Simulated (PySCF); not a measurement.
**Er2S3: shape and bonding**

Aim: find the relaxed shape of Er2S3 and read charges and levels. The species was built from a template and needn't be a known compound.

Computed with PySCF 2.14.0. Level: r2SCAN, Er lcecp-1-SVP with ECP57, S def2-SVP; scalar-relativistic core potentials, no spin–orbit coupling.

7 further runs of the same task are left out: 2 for a known fault of the program, 4 that didn't finish, 1 set aside as unsound or not needed.

### 1 Where the work starts

5 atoms, charge 0, spin multiplicity 1.

Bond lengths: Er1–S3 2.427 Å, Er1–S4 2.343 Å, Er2–S3 2.427 Å, Er2–S5 2.343 Å. Angles: S3–Er1–S4 180.0°, S3–Er2–S5 180.0°, Er1–S3–Er2 180.0°.

As a file:

```
Er    0.00000    0.00000    2.42730
Er    0.00000    0.00000   -2.42730
S     0.00000    0.00000    0.00000
S     0.00000    0.00000    4.77000
S     0.00000    0.00000   -4.77000
```

Formal oxidation states: Er +3. Each metal's 11 4f electrons lie in its core potential, so multiplicities, spins and levels count the valence alone.

### 2 SCF at the start, singlet

The input, run.py (the lines that set the calculation):

```python
mol = gto.M(atom='''
Er     0.00000     0.00000     2.42730
Er     0.00000     0.00000    -2.42730
S      0.00000     0.00000     0.00000
S      0.00000     0.00000     4.77000
S      0.00000     0.00000    -4.77000''',
    basis={'Er': 'lcecp-1-SVP', 'S': 'def2-SVP'},
    ecp={'Er': 'lcecp-1-SVP'},
    charge=0, spin=0)
mf = dft.RKS(mol, xc='R2SCAN')
mf.grids.atom_grid = (50, 194)  # f atoms: unpruned, at least (60, 302)
mf = mf.density_fit()  # fitting sets: Er AutoAux, S def2-universal-JKFIT
mf.conv_tol = 1e-08; mf.max_cycle = 55
mf.kernel(dm0)  # dm0: free metal ions and neutral atoms
```

Started as:

```bash
$ OMP_NUM_THREADS=2 python run.py
```

Standard output:

```text
init E= -1299.19976304225
  HOMO = -0.143661453157969  LUMO = -0.137980251251771  gap/eV = 0.15459
cycle= 1 E= -1267.82240189888  delta_E= 31.4  |g|=  2.9  |ddm|= 4.65
  HOMO = -0.102632046262244  LUMO = -0.0928948114553597  gap/eV = 0.26496
cycle= 2 E= -1260.77659062613  delta_E= 7.05  |g|= 4.52  |ddm|= 15.1
  HOMO = -0.294566252381508  LUMO = -0.17093936290864  gap/eV = 3.36406
cycle= 3 E= -1269.92359318296  delta_E= -9.15  |g|= 1.59  |ddm|= 13.8
  HOMO = -0.153585915413934  LUMO = -0.116625981931062  gap/eV = 1.00573
cycle= 4 E= -1270.45607351905  delta_E= -0.532  |g|= 0.932  |ddm|= 3.13
  HOMO = -0.171108132940242  LUMO = -0.128618858494116  gap/eV = 1.15619
cycle= 5 E= -1270.77478659385  delta_E= -0.319  |g|= 0.0835  |ddm|= 1.45
  HOMO = -0.176390907614284  LUMO = -0.13387750268805  gap/eV = 1.15685
cycle= 6 E= -1270.77619028939  delta_E= -0.0014  |g|= 0.0409  |ddm|= 0.157
  HOMO = -0.176294921666847  LUMO = -0.130829588931254  gap/eV = 1.23717
cycle= 7 E= -1270.77688796816  delta_E= -0.000698  |g|= 0.0119  |ddm|= 0.0844
  HOMO = -0.177834866004335  LUMO = -0.13198936374794  gap/eV = 1.24752
cycle= 8 E= -1270.77693540519  delta_E= -4.74e-05  |g|= 0.00327  |ddm|= 0.0244
  HOMO = -0.177780182309951  LUMO = -0.131806576360062  gap/eV = 1.25101
cycle= 9 E= -1270.77693928363  delta_E= -3.88e-06  |g|= 0.000745  |ddm|= 0.00616
  HOMO = -0.177747411469549  LUMO = -0.131828181490925  gap/eV = 1.24953
cycle= 10 E= -1270.77693951135  delta_E= -2.28e-07  |g|= 8.34e-05  |ddm|= 0.00123
  HOMO = -0.177755513836443  LUMO = -0.131840046920268  gap/eV = 1.24942
cycle= 11 E= -1270.77693951382  delta_E= -2.47e-09  |g|= 2.4e-05  |ddm|= 0.000185
  HOMO = -0.177759229950788  LUMO = -0.13183837587269  gap/eV = 1.24957
Extra cycle  E= -1270.77693951263  delta_E= 1.19e-09  |g|= 5.97e-05  |ddm|= 0.000123
converged SCF energy = -1270.77693951263
```

Run time: 9.8 s. Hardware: 2 threads of Intel Xeon Platinum 8488C (Sapphire Rapids), shared host; peak memory 0.65 GiB.

Read off: E = -1270.776940 Eh, HOMO -4.84 eV, LUMO -3.59 eV, Mulliken charge on Er1 +0.74 e. 

### 3 Relaxation, singlet

Steps are kept in the start's point group, D∞h.

run.py (the lines that set the calculation), as its differences from that of step 2:

```diff
@@ -13,2 +13,3 @@
 mf.conv_tol = 1e-08; mf.max_cycle = 55
-mf.kernel(dm0)  # dm0: free metal ions and neutral atoms
+mf.kernel(dm0)  # dm0: an SCF of this state at this start
+# quasi-Newton relaxation in Cartesian coordinates to a largest gradient under 0.00045 Eh/bohr, steps kept in the point group
```

Started as:

```bash
$ OMP_NUM_THREADS=2 python run.py
```

No log is kept here; the results follow.

Run time: 50 s. Hardware: 2 threads of Intel Xeon Platinum 8488C (Sapphire Rapids), shared host.

The steps of the relaxation:

| step | energy from step 1 (eV) | largest force component (eV/Å) |
| --- | --- | --- |
| 1 | 0.0000 | 2.1495 |
| 2 | -0.2948 | 1.1748 |
| 3 | -0.4080 | 0.3417 |
| 4 | -0.4193 | 0.0628 |
| 5 | -0.4196 | 0.0039 |

Close pairs (by a distance rule), those that changed most:

| bond | before (Å) | after (Å) | change (Å) |
| --- | --- | --- | --- |
| Er1–S3 | 2.427 | 2.612 | +0.184 |
| Er2–S3 | 2.427 | 2.612 | +0.184 |
| Er1–S4 | 2.343 | 2.345 | +0.003 |
| Er2–S5 | 2.343 | 2.345 | +0.003 |

It ends in D∞h at E = -1270.792361 Eh.

| atom | x (Å) | y (Å) | z (Å) |
| --- | --- | --- | --- |
| Er1 | 0.0000 | 0.0000 | 2.6117 |
| Er2 | 0.0000 | 0.0000 | -2.6117 |
| S3 | 0.0000 | 0.0000 | 0.0000 |
| S4 | 0.0000 | 0.0000 | 4.9570 |
| S5 | 0.0000 | 0.0000 | -4.9570 |

### 4 Displaced along the imaginary mode

A run of the vibrations, not shown, found an unstable mode. Steps are kept in the start's point group, C2v.

run.py (the lines that set the calculation), as its differences from that of step 3:

```diff
@@ -1,7 +1,7 @@
 mol = gto.M(atom='''
-Er     0.00000     0.00000     2.42730
-Er     0.00000     0.00000    -2.42730
-S      0.00000     0.00000     0.00000
-S      0.00000     0.00000     4.77000
-S      0.00000     0.00000    -4.77000''',
+Er     0.01478    -0.05248     2.61172
+Er     0.01478    -0.05248    -2.61172
+S     -0.06778     0.24064     0.00000
+S     -0.04283     0.15204     4.95704
+S     -0.04283     0.15204    -4.95704''',
     basis={'Er': 'lcecp-1-SVP', 'S': 'def2-SVP'},
```

Started as:

```bash
$ OMP_NUM_THREADS=2 python run.py
```

The driver keeps no SCF log for this step, only its results.

It took 5.3 min on 2 threads of Intel Xeon Platinum 8488C (Sapphire Rapids), shared host.

Step by step:

| step | energy from step 1 (eV) | largest force component (eV/Å) |
| --- | --- | --- |
| 1 | 0.0000 | 0.2722 |
| 2 | -0.0226 | 0.1875 |
| 3 | -0.1555 | 0.3379 |
| 4 | -0.2722 | 1.0960 |
| 5 | -0.3614 | 1.0080 |
| 6 | -0.4122 | 0.5761 |
| 7 | -0.4586 | 0.4259 |
| 8 | -0.4953 | 0.4805 |
| 9 | -0.5207 | 0.3910 |
| 10 | -0.5328 | 0.1537 |
| 11 | -0.5348 | 0.1434 |
| 12 | -0.5376 | 0.0953 |
| 13 | -0.5440 | 0.0763 |
| 14 | -0.5789 | 0.0836 |
| 15 | -0.5918 | 0.3790 |
| 16 | -0.5999 | 0.1468 |
| 17 | -0.6058 | 0.1212 |
| 18 | -0.6164 | 0.1851 |
| 19 | -0.6234 | 0.2634 |
| 20 | -0.6346 | 0.1925 |
| 21 | -0.6534 | 0.1471 |
| 22 | -0.6685 | 0.0803 |
| 23 | -0.6853 | 0.0789 |
| 24 | -0.6972 | 0.2863 |
| 25 | -0.7017 | 0.4221 |
| 26 | -0.7144 | 0.2353 |
| 27 | -0.7185 | 0.1385 |
| 28 | -0.7255 | 0.1264 |
| 29 | -0.7347 | 0.0958 |
| 30 | -0.7368 | 0.0240 |
| 31 | -0.7366 | 0.0667 |
| 32 | -0.7370 | 0.0200 |
| 33 | -0.7370 | 0.0100 |

Distances of close pairs at the start and the end, largest changes first:

| bond | before (Å) | after (Å) | change (Å) |
| --- | --- | --- | --- |
| Er1–S3 | 2.629 | 2.546 | -0.084 |
| Er2–S3 | 2.629 | 2.546 | -0.084 |
| Er1–S4 | 2.355 | 2.313 | -0.042 |
| Er2–S5 | 2.355 | 2.313 | -0.042 |

It ends in C2v at E = -1270.821180 Eh.

| atom | x (Å) | y (Å) | z (Å) |
| --- | --- | --- | --- |
| Er1 | 0.1633 | -0.5796 | 2.2769 |
| Er2 | 0.1633 | -0.5796 | -2.2769 |
| S3 | 0.4720 | -1.6757 | 0.0000 |
| S4 | -0.4612 | 1.6373 | 2.4853 |
| S5 | -0.4612 | 1.6373 | -2.4853 |

### 5 Charges, bond orders and levels

The input, run.py (the lines that set the calculation):

```python
mol = gto.M(atom='''
Er     0.16326    -0.57959     2.27688
Er     0.16326    -0.57959    -2.27688
S      0.47203    -1.67572     0.00000
S     -0.46122     1.63732     2.48534
S     -0.46122     1.63732    -2.48534''',
    basis={'Er': 'lcecp-1-SVP', 'S': 'def2-SVP'},
    ecp={'Er': 'lcecp-1-SVP'},
    charge=0, spin=0)
mf = dft.RKS(mol, xc='R2SCAN')
mf.grids.atom_grid = (75, 302)  # f atoms: unpruned, at least (60, 302)
mf = mf.density_fit()  # fitting sets: Er AutoAux, S def2-universal-JKFIT
mf.conv_tol = 1e-09; mf.max_cycle = 55
mf.kernel(dm0)  # dm0: the density of the relaxed state
```

Started as:

```bash
$ OMP_NUM_THREADS=2 python run.py
```

Standard output:

```text
init E= -1270.81905525484
  HOMO = -0.175527831499245  LUMO = -0.106418348781251  gap/eV = 1.88056
cycle= 1 E= -1270.81905482441  delta_E= 4.3e-07  |g|= 0.0016  |ddm|= 0.00346
  HOMO = -0.1752644812257  LUMO = -0.106500806355217  gap/eV = 1.87115
cycle= 2 E= -1270.81904773542  delta_E= 7.09e-06  |g|= 0.00454  |ddm|= 0.0086
  HOMO = -0.175458015561764  LUMO = -0.106397398444984  gap/eV = 1.87924
cycle= 3 E= -1270.81905554682  delta_E= -7.81e-06  |g|= 0.000742  |ddm|= 0.00704
  HOMO = -0.17543689973333  LUMO = -0.106412338685553  gap/eV = 1.87825
cycle= 4 E= -1270.81905576623  delta_E= -2.19e-07  |g|= 6.39e-05  |ddm|= 0.00108
  HOMO = -0.175443404511307  LUMO = -0.106417348775914  gap/eV = 1.87829
cycle= 5 E= -1270.81905576746  delta_E= -1.23e-09  |g|= 2.74e-05  |ddm|= 0.000124
  HOMO = -0.175442835261743  LUMO = -0.106417537095658  gap/eV = 1.87827
cycle= 6 E= -1270.81905576772  delta_E= -2.59e-10  |g|= 9.12e-06  |ddm|= 5.01e-05
  HOMO = -0.175442251123439  LUMO = -0.106417034963001  gap/eV = 1.87827
Extra cycle  E= -1270.81905576745  delta_E= 2.69e-10  |g|= 2.79e-05  |ddm|= 5.25e-05
converged SCF energy = -1270.81905576745
```

Wall time 44 s (2 threads of Intel Xeon Platinum 8488C (Sapphire Rapids), shared host).

Read off: E = -1270.819056 Eh, HOMO -4.77 eV, LUMO -2.90 eV, Mulliken charge on Er1 +0.67 e, largest force component 0.015 eV/Å. 

Löwdin charges:

| atom | value (e) |
| --- | --- |
| Er1 | 0.05 |
| Er2 | 0.05 |
| S3 | -0.04 |
| S4 | -0.04 |
| S5 | -0.04 |

Mulliken charges: Er1 +0.67, Er2 +0.67, S3 -0.65, S4 -0.35, S5 -0.35 e.

Contacts (the nearest donor of each ligand) and Mayer bond orders:

| contact | distance (Å) | bond order |
| --- | --- | --- |
| Er1–S3 (S) | 2.546 | 1.06 |
| Er1–S4 (S) | 2.313 | 2.40 |
| Er2–S5 (S) | 2.313 | 2.40 |

Mulliken populations of Er1 outside the core potential: s 2.37, p 6.33, d 1.60, f 0.02.

Orbitals, density, ELF and potential are computed afterwards from the orbital file.

Frontier orbitals at r2SCAN, with the share of their density that lies nearest to each atom:

| orbital | energy (eV) | lies on |
| --- | --- | --- |
| HOMO | -4.77 | S4, S5 about 42 % each |
| LUMO | -2.90 | Er1, Er2 about 43 % each; S3 7 % |

ELF in a plane through or near 5 of the atoms.

Ten even steps from '0' (0.00) to '9' (0.91):
```
0000000000000000000000000000
0000000000000000000000000000
0000123433100000013343210000
0013578887520000257888753100
0125799999742002479999975310
0247893279862003689623987420
0357874827863003686484697530
0367882248863003688421887530
0357777766531001356677777530
0133323443100110013443234320
0010158788313553128878510100
0000287238536886348418820000
0000158898378338727889510000
0000026763384885833576200000
0000023311595445951133200000
0000122112699889962112210000
0000000001578998751000000000
0000000000245665420000000000
0000000000012222100000000000
0000000000000000000000000000
```
The map spans 10.2 Å across and 8.9 Å up, centred on the molecule. Atoms in the plane (x, y in Å): Er1 (2.3, -0.7), Er2 (-2.3, -0.7), S3 (0.0, -1.8), S4 (2.5, 1.6), S5 (-2.5, 1.6).

On the surface of density 0.002 e/bohr³ the electrostatic potential runs, from the 1st to the 99th percentile, from -2.57 V near S4 to 6.69 V near Er2.

### 6 Summary of results

```
             quantity                         value
state and point group   singlet in the valence, C2v
metal–ligand contacts                2.31 to 2.55 Å
      frontier levels  HOMO -4.77 eV, LUMO -2.90 eV
               dipole                       11.53 D
  mean polarisability                       22.0 Å³
```

The metal carries +0.05 e by Löwdin's partition against a formal +3, and bond orders to the nearest donors reach 2.40. Both measures hang on the basis. Leaving the first, D∞h structure gained 0.78 eV and gave C2v. No vibrations are shown for the final structure, so this session doesn't show it to be a minimum. One start shape was tried, so another isomer may lie lower. These are double-zeta-type bases without diffuse functions. Spin–orbit coupling is left out.
